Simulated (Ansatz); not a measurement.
**SnClF₃: small, medium and large basis sets**

One table from this session's results is given with a row withheld; the runs are named, their logs left out.

Computed with Ansatz 0.2.0, Gaussian basis. Level: one geometry, several basis sets.

Plan: PBE0-D4/def2-SVP; ωB97M-V/def2-SVP; PBE0-D4/def2-QZVPP; ωB97M-V/def2-QZVPP; the functionals' def2-TZVPP values are taken from earlier runs.

### The relaxed structure

An earlier PBE0-D4 in a triple-zeta def2 set relaxation fixed the geometry. Sn takes the def2 core potential; no spin-orbit term is included.

SMILES `[F][Sn]([F])([F])[Cl]`, 5 atoms, charge 0, spin multiplicity 1.

Atoms are counted from 1 here; the program's logs count them from 0.

Bond lengths: F1–Sn2 1.882 Å, Sn2–F3 1.882 Å, Sn2–F4 1.882 Å, Sn2–Cl5 2.261 Å. Angles: F1–Sn2–F3 107.2°, F1–Sn2–F4 107.2°, F1–Sn2–Cl5 111.6°, F3–Sn2–F4 107.2°, F3–Sn2–Cl5 111.7°, F4–Sn2–Cl5 111.7°.

The first run:

File in.yaml:

```yaml
crystal:
  periodic: [false, false, false]
  atoms:
    - {symbol: F, position_ang: [-0.996350, -0.400447, 1.550594]}
    - {symbol: Sn, position_ang: [0.010300, -0.049345, 0.000035]}
    - {symbol: F, position_ang: [1.757611, -0.670634, 0.318897]}
    - {symbol: F, position_ang: [-0.710735, -1.102618, -1.382542]}
    - {symbol: Cl, position_ang: [-0.010927, 2.149444, -0.528383]}
basis:
  gaussian: {orbitals: def2-SVP}
hamiltonian: {xc: pbe0, dispersion: d4}
output: {orbitals: {seedname: orbitals}}
```

On the command line:

```sh
ansatz run in.yaml --threads 4 --pin off --events-out ev --progress --plain --max-ram 10444MiB
```

Among the steps run: PBE0-D4 in def2-SVP; ωB97M-V in def2-SVP; PBE0-D4 in def2-QZVPP; ωB97M-V in def2-QZVPP.

One table of the session follows, with a row left open; its other results are not shown here.

It belongs to the step «Functionals by basis». 

```
functional       basis  HOMO (eV)  LUMO (eV)
   PBE0-D4    def2-SVP     -10.50      -3.26
   PBE0-D4  def2-TZVPP          ?          ?
   PBE0-D4  def2-QZVPP     -10.64      -3.42
   ωB97M-V    def2-SVP     -12.76      -1.02
   ωB97M-V  def2-TZVPP     -12.96      -1.24
   ωB97M-V  def2-QZVPP     -12.97      -1.33
```

Q: Estimate the row for PBE0-D4, def2-TZVPP from the others.

**Answer.** HOMO (eV): -10.64; LUMO (eV): -3.40.
